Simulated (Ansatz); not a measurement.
F₂HOSb, SMILES [OH][Sb]([F])[F], vertical energies of changing the electron count

With Ansatz 0.2.0 through its Python package.

The cells in order, each with its output:

```python
import ansatz as az


def energy_of(molecule, charge=0, unpaired=0):
    calc = (
        molecule.calculation()
        .basis(gaussian='def2-SVPD')  # atom-centred Gaussian functions
        .functional('R2SCAN0')
    )
    if charge:
        calc = calc.charge(charge)
    if unpaired:
        calc = calc.spin('collinear', total=unpaired)
    return calc.run(threads=1, backend='cpu').report['free_energy_ev']
```

```python
geometry_ang = [
    ('O', (-0.5324, 1.0941, -0.0641)),
    ('Sb', (0.2018, -0.6107, -0.7316)),
    ('F', (1.3918, -0.7142, 0.8335)),
    ('F', (-1.1297, -1.6499, 0.2107)),
    ('H', (0.1185, 1.807, -0.29)),
]
system = az.Crystal.molecule()
for symbol, xyz in geometry_ang:
    system = system.atom(symbol, xyz)

# total-energy differences at one geometry
parent = energy_of(system, 0, 0)
cation = energy_of(system, 1, 1)
print(f'E(N)   = {parent:.5f} eV')
print(f'E(N-1) = {cation:.5f} eV  (1 unpaired)')
print(f'vertical ionisation energy {cation - parent:.3f} eV')
anion = energy_of(system, -1, 1)
print(f'E(N+1) = {anion:.5f} eV  (1 unpaired)')
print(f'vertical electron affinity {parent - anion:.3f} eV' + ('' if anion < parent else ' (unbound in this basis)'))
print(f'fundamental gap IP - EA = {cation + anion - 2 * parent:.3f} eV')
```

    E(N)   = -14028.33551 eV
    E(N-1) = -14016.75932 eV  (1 unpaired)
    vertical ionisation energy 11.576 eV
    E(N+1) = -14028.61864 eV  (1 unpaired)
    vertical electron affinity 0.283 eV
    fundamental gap IP - EA = 11.293 eV

At this unrelaxed geometry removing an electron costs 11.58 eV and adding one releases 0.28 eV.

Total energies depend on the basis set; only differences at equal settings carry meaning. The geometry is a force-field or estimated start, not a minimum of this method, and the basis set is short of its limit. All parts are taken at fixed geometry, without zero-point energy. At an unrelaxed start these energies can be a whole eV from those at the minimum, and a small affinity can change sign. def2 sets replace the cores of elements past krypton by effective core potentials. Run time: 70 s on 1 thread of Arm Neoverse V1, on a shared host, peak memory 0.54 GiB.
